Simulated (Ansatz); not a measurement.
# CH₅BClN: taking an electron away

Aim: the vertical ionisation energy of CH₅BClN, as cation minus neutral at the neutral's geometry, on several levels, and how well −ε(HOMO) stands in for it.

The runs use Ansatz 0.2.0, Gaussian basis; unrestricted cation, the program's frozen cores in correlated methods.

Levels to be run: UKS PBE-D4/def2-TZVPP; UKS r2SCAN-D4/def2-TZVPP; UKS PBE0-D4/def2-TZVPP; UKS B3LYP-D4/def2-TZVPP; UKS wB97X-V/def2-TZVPP; UKS wB97M-V/def2-TZVPP; UKS B2PLYP/def2-TZVPP; UHF-CCSD(T)/def2-TZVPP; UHF-CCSD(T)/def2-QZVPP; extrapolation to the limit; then −ε(HOMO) from the neutral's earlier runs with LDA (SPW92), PBE-D4, revPBE-D4, BLYP-D4, r2SCAN-D4, B97M-V, PBE0-D4, B3LYP-D4, r2SCANh-D4, r2SCAN0-D4, HSE06-D4, BHLYP-D4, CAM-B3LYP-D4, LC-ωPBE, ωB97X-V, ωB97M-V.

### Step 1. The geometry

An earlier PBE0-D4 in a triple-zeta def2 set relaxation fixed the geometry.

SMILES `CB(N)Cl`, 9 atoms, charge 0, spin multiplicity 1.

Atoms are counted from 1 here; the program's logs count them from 0.

Bond lengths: C1–B2 1.563 Å, C1–H5 1.094 Å, C1–H6 1.093 Å, C1–H7 1.094 Å, B2–N3 1.389 Å, B2–Cl4 1.786 Å, N3–H8 1.005 Å, N3–H9 1.005 Å. Angles: B2–C1–H5 110.4°, B2–C1–H6 113.2°, B2–C1–H7 110.4°, H5–C1–H6 108.2°, H5–C1–H7 106.1°, H6–C1–H7 108.2°, C1–B2–N3 124.0°, C1–B2–Cl4 119.1°, N3–B2–Cl4 117.0°, B2–N3–H8 123.0°, B2–N3–H9 122.4°, H8–N3–H9 114.6°.

### Step 2. Cation, UKS PBE-D4/def2-TZVPP

in.yaml

```yaml
crystal:
  periodic: [false, false, false]
  atoms:
    - {symbol: C, position_ang: [0.142490, 0.994888, -0.646228]}
    - {symbol: B, position_ang: [-0.222491, -0.435608, -0.132379]}
    - {symbol: N, position_ang: [0.119054, -0.919610, 1.123970]}
    - {symbol: Cl, position_ang: [-1.133550, -1.536476, -1.204240]}
    - {symbol: H, position_ang: [0.740451, 0.930341, -1.559903]}
    - {symbol: H, position_ang: [0.698520, 1.586397, 0.084992]}
    - {symbol: H, position_ang: [-0.763567, 1.545984, -0.914302]}
    - {symbol: H, position_ang: [-0.123401, -1.842927, 1.439550]}
    - {symbol: H, position_ang: [0.630995, -0.369491, 1.791439]}
basis:
  gaussian: {orbitals: def2-TZVPP}
total_charge: 1
magnetization: {spin_polarized: true, initial_magnetization: 1}
hamiltonian: {xc: pbe, dispersion: d4}
```

Command:

```sh
$ ansatz run in.yaml --threads 2 --pin off --events-out ev --progress --plain --max-ram 32768MiB --backend cpu
```

After this run come: Cation, UKS r2SCAN-D4/def2-TZVPP; Cation, UKS PBE0-D4/def2-TZVPP; Cation, UKS B3LYP-D4/def2-TZVPP; Cation, UKS wB97X-V/def2-TZVPP; Cation, UKS wB97M-V/def2-TZVPP; Cation, UKS B2PLYP (frozen core)/def2-TZVPP; Cation, UHF-CCSD(T)/def2-TZVPP; Cation, UHF-CCSD(T)/def2-QZVPP.

**Question.** What will the summary of the whole plan be? Wanted: ionisation energy, CCSD(T)/CBS; nearest functional by difference; nearest −ε(HOMO); −ε(HOMO) of PBE; T1 of the cation.

As calculated:

```
                        quantity               value
  ionisation energy, CCSD(T)/CBS            10.89 eV
nearest functional by difference  ωB97X-V (-0.18 eV)
                nearest −ε(HOMO)  LC-ωPBE (+0.17 eV)
                 −ε(HOMO) of PBE             6.83 eV
                T1 of the cation               0.043
```

In words: By cation minus neutral, the functionals miss by 0.69 eV at most. The PBE orbital energy is 4.1 eV too small: a semilocal HOMO is no ionisation energy. Among orbital estimates LC-ωPBE comes nearest. Hartree-Fock falls 1.39 eV short, as the neutral has more correlation energy than the cation. The cation's T1 (from the report) is 0.043, near the customary mark of 0.045 for open shells, so the coupled-cluster value is less safe. The cation may have settled in a state other than its lowest; no search over hole states beyond the program's own was made.
